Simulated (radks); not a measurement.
# Sc³⁺ in [He] 2s2 2p5 3s2 3p6 4f1: an all-electron calculation

One table from this session's results is given with a row withheld; the runs are named, their logs left out.

Program: radks (a radial shooting solver on a logarithmic mesh, Libxc functionals) version 1. Level of theory: scalar-relativistic Kohn-Sham, LDA (Slater exchange, VWN5 correlation), spin-polarised, spherical densities, point nucleus; open shells are filled with parallel spins first. These are calculated values, not measurements, unless marked.

### The atom as given

* element: scandium (Z = 21)
* charge: +3
* electrons: 18
* configuration: [He] 2s2 2p5 3s2 3p6 4f1

Outer shells as boxes (Hund's rule):

Sc³⁺
```
[He] core
2s [↑↓]
2p [↑↓][↑↓][↑ ]
3s [↑↓]
3p [↑↓][↑↓][↑↓]
4f [↑ ][  ][  ][  ][  ][  ][  ]
```

Set-up of the first run:

The run's settings:

```text
Z 21
configuration [He] 2s2 2p5 3s2 3p6 4f1
relativity scalar-relativistic
functional lda,vwn5
spin polarised
nucleus point
c 137.035999084
```

Steps of the session up to this table: Self-consistent calculation.

One of the session's tables, all rows but one given; the rest of the session is left out.

It belongs to the step «Orbitals and density». Sizes of the orbitals, from the radial functions (bohr):

| level | <r> | outermost maximum (interpolated) | 90 % within | nodes |
| --- | --- | --- | --- | --- |
| 1s up | 0.07318 | 0.0479 | 0.131 | 0 |
| 1s down | 0.07314 | 0.0479 | 0.131 | 0 |
| 2s up | 0.3384 | 0.281 | 0.525 | 1 |
| 2s down | 0.3393 | 0.282 | 0.527 | 1 |
| 2p up | 0.3004 | 0.229 | 0.493 | 0 |
| 2p down | 0.3015 | 0.229 | 0.495 | 0 |
| 3s up | 1.001 | 0.881 | 1.49 | 2 |
| 3s down | 1.004 | 0.884 | 1.49 | 2 |
| 3p up | ? | ? | ? | ? |
| 3p down | 1.048 | 0.901 | 1.59 | 1 |
| 4f up | 4.189 | 3.76 | 6.13 | 0 |
| 4f down | 4.313 | 3.82 | 6.39 | 0 |

**Question.** Estimate the row for 3p up.

The run gave: <r>: 1.044; outermost maximum (interpolated): 0.897; 90 % within: 1.59; nodes: 1. In the column «<r>» it lies between 3s down (1.004) and 3p down (1.048).
